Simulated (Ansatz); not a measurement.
# WH+ (quintet): from Hartree-Fock to the top rungs, def2-SVP

Aim: climb from Hartree-Fock through coupled cluster for WH+ (quintet) at one geometry and basis, and see what each rung misses.

Program: Ansatz 0.2.0, Gaussian basis. Level of theory: def2-SVP, core rule «outside noble gas», up to 4 orbitals frozen. These are calculated values, not measurements.

Plan: UHF; CCSD(T) on ROHF; CCSD(T) on UHF; CISD; CCSDT(Q) on ROHF; CCSDT(Q) on UHF; Full CI.

15 further runs of the same task are left out: 2 for a known fault of the program, 3 that didn't finish, 10 set aside as unsound or not needed.

## Step 1: The system

The geometry is a PBE0/def2-TZVP stationary point (not a proven minimum) of the parent state, kept for this charge and spin. No spin-orbit coupling is included. Elements past krypton take def2 core potentials.

2 atoms, charge 1, spin multiplicity 5.

Atoms are counted from 1 here; the program's logs count them from 0.

Bond lengths: W1–H2 1.713 Å.

Geometry (Å):

```xyz
2
HW
W     0.00000    0.00000    0.00000
H     0.00000    0.00000    1.71260
```

## Step 2: UHF

Contents of in.yaml:

```yaml
crystal:
  periodic: [false, false, false]
  atoms:
    - {symbol: W, position_ang: [0.000000, 0.000000, 0.000000]}
    - {symbol: H, position_ang: [0.000000, 0.000000, 1.712600]}
basis:
  gaussian: {orbitals: def2-SVP}
total_charge: 1
magnetization: {spin_polarized: true, initial_magnetization: 4}
hamiltonian: {xc: hf}
output: {orbitals: {seedname: orbitals}}
```

Command:

```bash
> ansatz run in.yaml --threads 1 --pin off --events-out ev --progress --plain --max-ram 2393MiB
```

The runs that follow: CCSD(T) on ROHF; CCSD(T) on UHF; CISD; CCSDT(Q) on ROHF; CCSDT(Q) on UHF; Full CI.

Q: Predict the results of all the runs planned. Wanted: FCI below the RHF energy; RMP2 from FCI; UMP2 from FCI; RCCSD from FCI; RCCSD(T) from FCI; UCCSD(T) from FCI; RCCSDT(Q) from FCI; UCCSDT(Q) from FCI; T1 diagnostic.

**Answer**, as computed:

| quantity | value |
| --- | --- |
| FCI below the RHF energy | -2.2577 eV |
| RMP2 from FCI | +46.1 kJ/mol |
| UMP2 from FCI | +36.2 kJ/mol |
| RCCSD from FCI | +4.9 kJ/mol |
| RCCSD(T) from FCI | +0.9 kJ/mol |
| UCCSD(T) from FCI | -8.3 kJ/mol |
| RCCSDT(Q) from FCI | -0.2 kJ/mol |
| UCCSDT(Q) from FCI | -9.6 kJ/mol |
| levels within 1 kcal/mol (43 meV) | RCCSD(T), RCCSDT, RCCSDT(Q) |
| T1 diagnostic | 0.032 |
| effectively unpaired electrons | 4.03 |

**Reading.** RCCSD(T) misses by +0.9 kJ/mol, 0.4 % of the correlation energy. CCSD(T) misses by +0.9 kJ/mol on the restricted determinant and by -8.3 kJ/mol on the unrestricted one; the two need not hold the same state or core. UCCSD, UCCSD(T), UCCSDT, RCCSDT(Q), UCCSDT(Q) fall below full CI: unrestricted runs freeze a spin-polarised core, another one than full CI's, and coupled cluster isn't variational. One determinant dominates. These misses are within one basis, not against nature; the frozen cores of restricted and unrestricted runs differ, which can shift their rows.
